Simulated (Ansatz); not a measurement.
# AgRh (P-6m2) in Ansatz: notebook

Aim: see how the results for AgRh move with the level of theory and the settings. Levels: LDA, PBE, PBEsol, RPBE. Tasks: band structure.

Program: Ansatz 0.2.0. These are calculated values, not measurements. Logs are shortened: lines on timing, memory, paths and dates and some standing lists are left out, and cuts for length are marked.

## Step 1: The crystal as given

It takes space group P-6m2 (No. 187, hexagonal). Conventional cell: a = 2.778 Å, b = 2.778 Å, c = 4.809 Å, α = 90.00°, β = 90.00°, γ = 120.00°. Around Ag (site symmetry -6m2) lie 6 Ag at 2.78 Å and 6 Rh at 2.89 Å. Rh (site symmetry -6m2) is surrounded by 6 Rh at 2.78 Å and 6 Ag at 2.89 Å.

The cell comes from a database or a generator and needn't be the stable form of this composition.

## Step 2: Band structure, LDA

Input file input.yaml:

```yaml
crystal:
  lattice:
    - [2.7775881998, 0.0, 0.0]
    - [-1.3887940999, 2.4054619423, 0.0]
    - [0.0, 0.0, 4.808602]
  atoms:
    - { symbol: Ag, position: [0.0, 0.0, 0.5] }
    - { symbol: Rh, position: [0.6666666667, 0.3333333333, 0.0] }
hamiltonian:
  xc: lda
  pseudopotentials: { kind: paw }
kpoints:
  mp_grid: { grid: [6, 6, 3] }
  band_path:
    path:
      - [[0.0, 0.0, 0.0], [0.5, 0.0, 0.0], [0.3333333333, 0.3333333333, 0.0], [0.0, 0.0, 0.0], [0.0, 0.0, 0.5], [0.5, 0.0, 0.5], [0.3333333333, 0.3333333333, 0.5], [0.0, 0.0, 0.5]]
      - [[0.5, 0.0, 0.5], [0.5, 0.0, 0.0]]
      - [[0.3333333333, 0.3333333333, 0.0], [0.3333333333, 0.3333333333, 0.5]]
    npoints: 14
scf:
  occupations: { method: fermi_dirac, width: 0.05 }
  n_extra_bands: 6
output:
  forces: true
  stress: true
  eigenvalues: true
  fatbands: true
```

Potentials or basis: Ansatz PAW.

Launch:

```console
$ ansatz run input.yaml --threads 2 --pin off --max-ram 5632MiB --backend cpu --events-out ev --progress --plain --runs-dir out
```

The program printed:

```text
Warning: RAYON_NUM_THREADS=2 ignored (pool sized by the plan → 2); use --threads N
scf.n_extra_bands = 6 over 18 filled bands (N_el = 36.0): the run solves 24 bands
Engine: ansatz 0.2.0, aarch64-unknown-linux-gnu
Pseudopotentials: kind: paw
Pseudopotential: Ag, paw, valence charge 19, recommended cutoff 420 eV (normal), Ag.paw.azcp
Pseudopotential: Rh, paw, valence charge 17, recommended cutoff 420 eV (normal), Rh.paw.azcp
Functional definition: SPW92
  exchange = slater_x
  correlation = pw_c
Crystal: 2 atoms, lattice volume = 32.128 Å³
Basis set: ecut = 420 eV, 641 PW (Γ)
Bands: 24, of which v1, the nominal top of the filled ones, is band 18 counted from 1 (17 counted from 0)
Symmetry: 12 space group operations
Space group: P-6m2 (ITA 187), of the structure as read, at distance tolerance 3.2e-5 Å
k-points: 14 of 108 (time reversal used)
Non-local potential: Ag, projectors of the file, l = 0: 3, l = 1: 2, l = 2: 2, l = 3: 1
Non-local potential: Rh, projectors of the file, l = 0: 3, l = 1: 2, l = 2: 2, l = 3: 1
PAW form: soft (Blöchl's): semilocal exchange-correlation on the pseudo side does not see the compensation charge
PAW frozen core: Ag, regenerated for the run's functional, and the local potential with it (the file was generated under x = pbe(κ = 0.804, μ = 0.2195149727645171), c = pbe(β = 0.06672455060314922))
PAW frozen core: Rh, regenerated for the run's functional, and the local potential with it (the file was generated under x = pbe(κ = 0.804, μ = 0.2195149727645171), c = pbe(β = 0.06672455060314922))
PAW one-centre angular grid: Ag, 590 points (default); XC on 64 Gauss nodes
PAW one-centre angular grid: Rh, 590 points (default); XC on 64 Gauss nodes
Initial density: superposition of atomic densities (neutral atoms: chi_scale 0, normalization atom), corrected by the library's trained network
Initial wavefunctions: pseudopotential atomic-orbital guess
Functional: x = slater, c = lda
SCF iter   1: F=—  HF=-13736.116573 eV  |F-HF|=—  |Δ(HF+E_count)|=         —  Δρ=1.81e-2  dr2=1.09e-1  ethr=1.77e-3  ⟨swp⟩=5.4  Hψ=1336  notcnv=0  defer=2
preconditioner: auto → Kerker (q_TF=auto, 2.781 Å⁻¹)  [metal: Δε(μ)=0.097 eV  Ē_g=11.607 eV  σ=0.050 eV  W_gap=0.44  n_scr=10 (ndim 8)  ℏωp=29.3 eV  f_vac=0.000  D(μ)=2.73/eV (n_scr^D=36)]
SCF iter   2: F=—  HF=-13736.101318 eV  |F-HF|=—  |Δ(HF+E_count)|=   1.53e-2  Δρ=8.52e-3  dr2=3.41e-2  ethr=3.02e-4  ⟨swp⟩=2.0  Hψ=494  notcnv=0  defer=11
SCF iter   3: F=—  HF=-13736.094668 eV  |F-HF|=—  |Δ(HF+E_count)|=   6.65e-3  Δρ=2.24e-3  dr2=3.34e-3  ethr=9.49e-5  ⟨swp⟩=2.0  Hψ=370  notcnv=0  defer=13
SCF iter   4: F=—  HF=-13736.093947 eV  |F-HF|=—  |Δ(HF+E_count)|=   7.21e-4  Δρ=1.23e-3  dr2=5.22e-4  ethr=9.28e-6  ⟨swp⟩=1.1  Hψ=323  notcnv=0  defer=13
SCF iter   5: F=—  HF=-13736.093860 eV  |F-HF|=—  |Δ(HF+E_count)|=   8.77e-5  Δρ=4.22e-4  dr2=5.51e-5  ethr=1.45e-6  ⟨swp⟩=1.1  Hψ=323  notcnv=0  defer=13
SCF iter   6: F=—  HF=-13736.093844 eV  |F-HF|=—  |Δ(HF+E_count)|=   1.51e-5  Δρ=1.81e-4  dr2=2.89e-6  ethr=1.53e-7  ⟨swp⟩=2.4  Hψ=438  notcnv=0  defer=13
SCF iter   7: F=—  HF=-13736.093844 eV  |F-HF|=—  |Δ(HF+E_count)|=   4.85e-7  Δρ=3.43e-5  dr2=1.59e-7  ethr=8.03e-9  ⟨swp⟩=2.0  Hψ=476  notcnv=0  defer=13
SCF iter   8: F=-13736.093844 eV  HF=-13736.093844 eV  |F-HF|=1.19e-8  |Δ(HF+E_count)|=   2.52e-8  Δρ=1.76e-5  dr2=2.80e-8  ethr=2.78e-10  ⟨swp⟩=6.8  Hψ=1169  notcnv=0
SCF 1 converged in 8 iterations: F = -13736.093844 eV  dr2 = 2.80e-8
NSCF: frozen V_eff on 129 k-points
SCF converged after 8 iterations
Free energy (F): -13736.093844 eV
Harris-Foulkes:  -13736.093844 eV  (|F-HF|=1.19e-8)
Internal energy: -13736.062904 eV  (E = F + TS)
E sigma→0 (E₀):  -13736.078374 eV
Entropy (-TS):   -0.030940 eV (-15.470 meV/atom)
Fermi energy:    17.676851 eV
--- Per-component energies (eV) ---
  E_band       = -365.520912
  E_kinetic    = 1098.278930
  E_local      = -3893.483078  (includes V_loc(G=0)·N_el)
  E_nonlocal   = 448.350651
  E_hartree    = 1589.902771
  E_xc         = -402.760565
  E_vxc        = -510.749652  (∫ρ·V_xc dr)
  E_paw        = -7234.464821  (= ΣΔE_a)
  E_vpaw       = -687.718822  (= ΣTr[D̂ρ^β])
  E_aug_tail   = 0.001058  (compensation charges beyond the density's cutoff)
  E_ewald      = -5343.235140
  E_core_change = 1.347290  (= ΣΔE_core)
  E_smearing   = -0.030940  (= −TS)
  E_closure    = 0.000000  (closes the sum)
  Σ components = -13736.093844   (vs F -13736.093844, Δ=0.00e0)
--- Forces (eV/Å), atoms counted from 1 ---
  atom   1  Ag     0.00000000    -0.00000000    -0.00000000
  atom   2  Rh    -0.00000000     0.00000000     0.00000000
  max |Σ_I F_I| component: 3.70e-17 eV/Å
--- Stress (GPa, compression-positive) ---
      -15.851097       0.000000      -0.000000
        0.000000     -15.851097      -0.000000
       -0.000000      -0.000000     -14.139874
  P = ⅓ Tr σ = -15.2807 GPa (-152.807 kbar)
--- Band table (eV; the first three rows and the last of 14) ---
  k-point 0: bands = ["-73.5422", "-60.1419", "-37.0737", "-36.9910", "-36.9910", "-27.9951", "-27.9951", "-27.8134", "10.4512", "11.9831", "13.5558", "13.5558", "14.4393", "14.7317", "14.7317", "15.7413", "15.7413", "17.7907", "17.7907", "17.8423", "22.9627", "34.1789", "34.7585", "36.2894"]
  k-point 1: bands = ["-73.5422", "-60.1419", "-37.0728", "-36.9910", "-36.9910", "-27.9952", "-27.9952", "-27.8157", "11.1307", "12.1636", "13.5278", "13.5278", "14.0387", "14.6452", "14.6452", "15.6899", "15.9122", "15.9122", "17.7627", "17.7627", "26.7659", "32.1806", "34.4736", "35.3222"]
  k-point 2: bands = ["-73.5371", "-60.1295", "-37.0673", "-37.0411", "-37.0035", "-28.0973", "-28.0198", "-27.8001", "11.2780", "12.4290", "13.3218", "14.0019", "14.0158", "14.5773", "14.8125", "15.5428", "16.1951", "16.3471", "17.7393", "20.5509", "23.0390", "32.4868", "35.4167", "35.6496"]
  k-point 13: bands = ["-73.5192", "-60.0858", "-37.1315", "-37.1308", "-37.0452", "-28.2779", "-28.2773", "-27.7527", "12.9789", "13.0808", "13.4412", "13.4424", "13.5028", "15.3924", "15.6845", "16.0943", "16.5008", "17.5886", "23.2177", "23.8433", "24.1560", "26.5147", "26.7617", "26.9695"]
```

bands.tsv:

```text
# k_distance	band_0	band_1	band_2	band_3	band_4	band_5	band_6	band_7	band_8	band_9	band_10	band_11	band_12	band_13	band_14	band_15	band_16	band_17	band_18	band_19	band_20	band_21	band_22	band_23
[... 148 lines left out ...]
9.049568	-91.196098	-77.762649	-54.808431	-54.807674	-54.722096	-45.954578	-45.954166	-45.429353	-4.747544	-4.454204	-4.273489	-4.269006	-4.160154	-2.292747	-1.973128	-1.820789	-1.126637	0.046262	5.519043	6.799525	7.184849	7.876809	8.483696	8.654883
9.096234	-91.196098	-77.762649	-54.808435	-54.807673	-54.722100	-45.954567	-45.954169	-45.429343	-4.750065	-4.444226	-4.275466	-4.273013	-4.159486	-2.293109	-1.969007	-1.836614	-1.124142	0.053477	5.517762	6.864688	7.245015	7.795840	8.418818	8.633748
```

fatbands.tsv:

```text
# ik	k_distance	band	e_minus_ef	ag0_l0_4S	ag0_l0_5S	ag0_l1_4P	ag0_l2_4D	rh1_l0_4S	rh1_l0_5S	rh1_l1_4P	rh1_l2_4D
# fermi_ev = 17.676851
# lock_threshold_ev = 1e-12
# [0, 0, 0] at k_distance = 0.000000
# [0.5, 0, 0] at k_distance = 1.306025
# [0.3333333333, 0.3333333333, 0] at k_distance = 2.060058
# [0, 0, 0] at k_distance = 3.568126
# [0, 0, 0.5] at k_distance = 4.221453
# [0.5, 0, 0.5] at k_distance = 5.527478
# [0.3333333333, 0.3333333333, 0.5] at k_distance = 6.281512
# [0, 0, 0.5] at k_distance = 7.789579
# [0.5, 0, 0.5] at k_distance = 7.789579
# [0.5, 0, 0] at k_distance = 8.442907
# [0.3333333333, 0.3333333333, 0] at k_distance = 8.442907
# [0.3333333333, 0.3333333333, 0.5] at k_distance = 9.096234
# jumps = 99 114
# n_points = 129
0	0.000000	0	-91.219048	0.976994	0.005722	0.000000	0.000935	0.000034	0.014832	0.000000	0.001470
0	0.000000	1	-77.818770	0.000063	0.008371	0.000000	0.000452	0.984374	0.005237	0.000000	0.001487
0	0.000000	2	-54.750548	0.000000	0.000000	0.999783	0.000000	0.000000	0.000000	0.000208	0.000000
0	0.000000	3	-54.667856	0.000000	0.000000	0.999935	0.000000	0.000000	0.000000	0.000003	0.000052
0	0.000000	4	-54.667856	0.000000	0.000000	0.999935	0.000000	0.000000	0.000000	0.000003	0.000052
0	0.000000	5	-45.671970	0.000000	0.000000	0.000003	0.000041	0.000000	0.000000	0.999930	0.000000
[... 2053 lines left out ...]
85	6.389231	19	6.276478	0.000000	0.000000	0.000003	0.003200	0.001713	0.154199	0.000088	0.060079
85	6.389231	20	7.601940	0.001704	0.127791	0.000040	0.010811	0.000000	0.000000	0.000009	0.015742
85	6.389231	21	8.084945	0.008469	0.646033	0.000121	0.002859	0.0000
```

Wall time 4.3 s (2 threads of Arm Neoverse V1, shared host); peak memory 0.31 GiB.

What came out:

```
Free energy            : -13736.0938 eV
Pressure               : -15.3 GPa
Band gap on the k mesh : none (metal or under the smearing width)
```

Levels at the corners of the path, in eV from the Fermi level:
```tsv
point	band 16	band 17	band 18	band 19	band 20	band 21
Γ	-1.94	-1.94	0.11	0.11	0.17	5.29
M	-1.58	-0.10	0.98	1.85	3.96	8.29
K	-1.37	-0.92	-0.49	5.23	5.32	5.59
Γ	-1.94	-1.94	0.11	0.11	0.17	5.29
A	-2.46	-1.71	-1.71	0.07	0.07	11.51
L	-0.61	-0.15	0.98	1.73	2.40	6.44
H	-1.84	-1.12	0.05	5.52	6.86	7.25
A	-2.46	-1.71	-1.71	0.07	0.07	11.51
L	-0.61	-0.15	0.98	1.73	2.40	6.44
M	-1.58	-0.10	0.98	1.85	3.96	8.29
K	-1.37	-0.92	-0.49	5.23	5.32	5.59
H	-1.84	-1.12	0.05	5.52	6.86	7.25
```

Caveat: the k mesh is coarse (spacing up to 0.44 Å⁻¹), so the values aren't converged; the PAW data sets come from PBE, with cores solved anew for the run's functional, which leaves a small shift of forces and pressure.

## Step 3: Band structure, PBE

input.yaml, as its differences from that of step 2:

```diff
@@ -9,3 +9,3 @@
 hamiltonian:
-  xc: lda
+  xc: pbe
   pseudopotentials: { kind: paw }
@@ -26,2 +26,2 @@
   eigenvalues: true
-  fatbands: true
+  fatbands: false
```

Potentials or basis: Ansatz PAW.

Launch:

```console
$ ansatz run input.yaml --threads 2 --pin off --max-ram 5632MiB --backend cpu --events-out ev --progress --plain --runs-dir out
```

It took 3 s on 2 threads of Arm Neoverse V1, shared host; peak memory 0.31 GiB.

It converged, with:

```yaml
Free_energy: -13992.9102 eV
Pressure: -2.0 GPa
Band_gap_on_the_k_mesh: none (metal or under the smearing width)
```

Stress tensor (GPa, compression positive):
```
-2.17  0.00  0.00
 0.00 -2.17  0.00
 0.00  0.00 -1.69
```

Levels at the corners of the path, in eV from the Fermi level:
| point | band 15 | band 16 | band 17 | band 18 | band 19 | band 20 | band 21 | band 22 |
| --- | --- | --- | --- | --- | --- | --- | --- | --- |
| Γ | -2.97 | -1.91 | -1.91 | 0.11 | 0.11 | 0.22 | 5.37 | 16.49 |
| M | -2.07 | -1.55 | -0.11 | 0.98 | 1.88 | 4.02 | 8.42 | 8.71 |
| K | -1.95 | -1.37 | -0.93 | -0.49 | 5.26 | 5.43 | 5.67 | 11.38 |
| Γ | -2.97 | -1.91 | -1.91 | 0.11 | 0.11 | 0.22 | 5.37 | 16.49 |
| A | -3.08 | -2.42 | -1.70 | -1.70 | 0.07 | 0.07 | 11.56 | 12.53 |
| L | -1.68 | -0.60 | -0.14 | 0.98 | 1.80 | 2.45 | 6.55 | 7.88 |
| H | -1.97 | -1.82 | -1.13 | 0.05 | 5.58 | 6.92 | 7.28 | 7.95 |
| A | -3.08 | -2.42 | -1.70 | -1.70 | 0.07 | 0.07 | 11.56 | 12.53 |
| L | -1.68 | -0.60 | -0.14 | 0.98 | 1.80 | 2.45 | 6.55 | 7.88 |
| M | -2.07 | -1.55 | -0.11 | 0.98 | 1.88 | 4.02 | 8.42 | 8.71 |
| K | -1.95 | -1.37 | -0.93 | -0.49 | 5.26 | 5.43 | 5.67 | 11.38 |
| H | -1.97 | -1.82 | -1.13 | 0.05 | 5.58 | 6.92 | 7.28 | 7.95 |

Caveat: the k mesh is coarse (spacing up to 0.44 Å⁻¹), so the values aren't converged.

## Step 4: Band structure, PBEsol

input.yaml, as its differences from that of step 3:

```diff
@@ -9,3 +9,3 @@
 hamiltonian:
-  xc: pbe
+  xc: pbesol
   pseudopotentials: { kind: paw }
```

Launch:

```console
$ ansatz run input.yaml --threads 2 --pin off --max-ram 5632MiB --backend cpu --events-out ev --progress --plain --runs-dir out
```

It took 3 s on 2 threads of Arm Neoverse V1, shared host; peak memory 0.31 GiB.

The run converged. Its results:

```
Free energy            : -13860.3697 eV
Pressure               : -10.3 GPa
Band gap on the k mesh : none (metal or under the smearing width)
```

Stress tensor (GPa, compression positive):
```
-10.65   0.00   0.00
  0.00 -10.65   0.00
  0.00   0.00  -9.54
```

Levels at the corners of the path, in eV from the Fermi level:
```
point  band 16  band 17  band 18  band 19  band 20  band 21
    Γ    -1.93    -1.93     0.11     0.11     0.14     5.33
    M    -1.58    -0.10     0.98     1.84     3.98     8.34
    K    -1.37    -0.92    -0.49     5.21     5.38     5.62
    Γ    -1.93    -1.93     0.11     0.11     0.14     5.33
    A    -2.45    -1.70    -1.70     0.07     0.07    11.51
    L    -0.61    -0.15     0.98     1.73     2.39     6.50
    H    -1.84    -1.12     0.05     5.52     6.87     7.24
    A    -2.45    -1.70    -1.70     0.07     0.07    11.51
    L    -0.61    -0.15     0.98     1.73     2.39     6.50
    M    -1.58    -0.10     0.98     1.84     3.98     8.34
    K    -1.37    -0.92    -0.49     5.21     5.38     5.62
    H    -1.84    -1.12     0.05     5.52     6.87     7.24
```

Caveat: the k mesh is coarse (spacing up to 0.44 Å⁻¹), so the values aren't converged; the PAW data sets come from PBE, with cores solved anew for the run's functional, which leaves a small shift of forces and pressure.

## Step 5: Band structure, RPBE

input.yaml, as its differences from that of step 4:

```diff
@@ -9,3 +9,3 @@
 hamiltonian:
-  xc: pbesol
+  xc: rpbe
   pseudopotentials: { kind: paw }
```

Launch:

```console
$ ansatz run input.yaml --threads 2 --pin off --max-ram 5632MiB --backend cpu --events-out ev --progress --plain --runs-dir out
```

Run time: 3 s. Hardware: 2 threads of Arm Neoverse V1, shared host; peak memory 0.31 GiB.

The run converged. Its results:

```yaml
Free_energy: -14008.3828 eV
Pressure: 2.2 GPa
Band_gap_on_the_k_mesh: none (metal or under the smearing width)
```

Stress tensor (GPa, compression positive):
```
2.15 0.00 0.00
0.00 2.15 0.00
0.00 0.00 2.32
```

Levels at the corners of the path, in eV from the Fermi level:
| point | band 16 | band 17 | band 18 | band 19 | band 20 | band 21 |
| --- | --- | --- | --- | --- | --- | --- |
| Γ | -1.91 | -1.91 | 0.11 | 0.11 | 0.25 | 5.41 |
| M | -1.53 | -0.11 | 0.97 | 1.89 | 4.05 | 8.47 |
| K | -1.37 | -0.93 | -0.49 | 5.27 | 5.48 | 5.71 |
| Γ | -1.91 | -1.91 | 0.11 | 0.11 | 0.25 | 5.41 |
| A | -2.41 | -1.69 | -1.69 | 0.07 | 0.07 | 11.59 |
| L | -0.60 | -0.14 | 0.98 | 1.83 | 2.47 | 6.59 |
| H | -1.82 | -1.14 | 0.04 | 5.60 | 6.95 | 7.30 |
| A | -2.41 | -1.69 | -1.69 | 0.07 | 0.07 | 11.59 |
| L | -0.60 | -0.14 | 0.98 | 1.83 | 2.47 | 6.59 |
| M | -1.53 | -0.11 | 0.97 | 1.89 | 4.05 | 8.47 |
| K | -1.37 | -0.93 | -0.49 | 5.27 | 5.48 | 5.71 |
| H | -1.82 | -1.14 | 0.04 | 5.60 | 6.95 | 7.30 |

Caveat: the k mesh is coarse (spacing up to 0.44 Å⁻¹), so the values aren't converged; the PAW data sets come from PBE, with cores solved anew for the run's functional, which leaves a small shift of forces and pressure.

## Step 6: The runs side by side

```tsv
level	gap on the mesh (eV)	pressure (GPa)
LDA	none	-15.3
PBE	none	-2.0
PBEsol	none	-10.3
RPBE	none	2.2
```

Alike in all rows: task band structure; potentials or basis Ansatz PAW; no spin polarisation; cell as given; k mesh 6 × 6 × 3; cutoff (eV) 420; smearing fermi-dirac 0.05 eV; the mesh is coarse, so values aren't converged.

Caveats: all runs use coarse meshes; the PAW data sets come from PBE, with cores solved anew for the run's functional, which leaves a small shift of forces and pressure (some runs).

Total energies depend on the potentials used, so only differences within one code and one set of settings carry meaning.
